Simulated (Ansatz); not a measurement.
# ZnS: the cost of one run

Method: DFT r2SCAN, scalar-relativistic, plane waves, PAW, in Ansatz 0.2.0.

2 further runs of the same task are left out: 2 set aside as unsound or not needed.

## Step 1: The starting structure

The structure is cubic, space group F-43m (No. 216). The conventional cell has a = 5.389 Å, b = 5.389 Å, c = 5.389 Å, α = 90.00°, β = 90.00°, γ = 90.00°. Around Zn (site symmetry -43m) lie 4 S at 2.33 Å. Around S (site symmetry -43m) lie 4 Zn at 2.33 Å.

Coordinates:

```
CELL_PARAMETERS angstrom
0.00000 -2.69451 -2.69451
-2.69451 0.00000 -2.69451
2.69451 2.69451 -5.38903
ATOMIC_POSITIONS crystal
Zn 0.00000 0.00000 0.00000
Zn 0.50000 0.50000 0.50000
S 0.37500 0.37500 0.87500
S 0.87500 0.87500 0.37500
```

It is built from the cell relaxed beforehand with the same method (19.56 Å³/atom).

## Step 2: Zero of the scan

input.yaml

```yaml
crystal:
  lattice:
    - [0.0, -2.6945131938, -2.6945131938]
    - [-2.6945131938, 0.0, -2.6945131938]
    - [2.6945131938, 2.6945131938, -5.3890263875]
  atoms:
    - { symbol: Zn, position: [0.0, 0.0, 0.0] }
    - { symbol: Zn, position: [0.5, 0.5, 0.5] }
    - { symbol: S, position: [0.375, 0.375, 0.875] }
    - { symbol: S, position: [0.875, 0.875, 0.375] }
basis:
  ecutwfc: 500
kpoints:
  mp_grid: { grid: [6, 6, 8] }
hamiltonian:
  xc: r2scan
scf:
  occupations: { method: gaussian, width: 0.05 }
output:
  forces: true
  stress: true
  eigenvalues: true
```

Started as:

```bash
> ansatz run input.yaml --threads 2 --pin off --max-ram 5120MiB --backend cpu --events-out ev --progress --plain --runs-dir out
```

**Question.** How long does this run take on 2 threads of Intel Xeon at 2.70GHz, shared host, and how much memory does it need?

About 15 s, with a peak of 0.61 GiB.
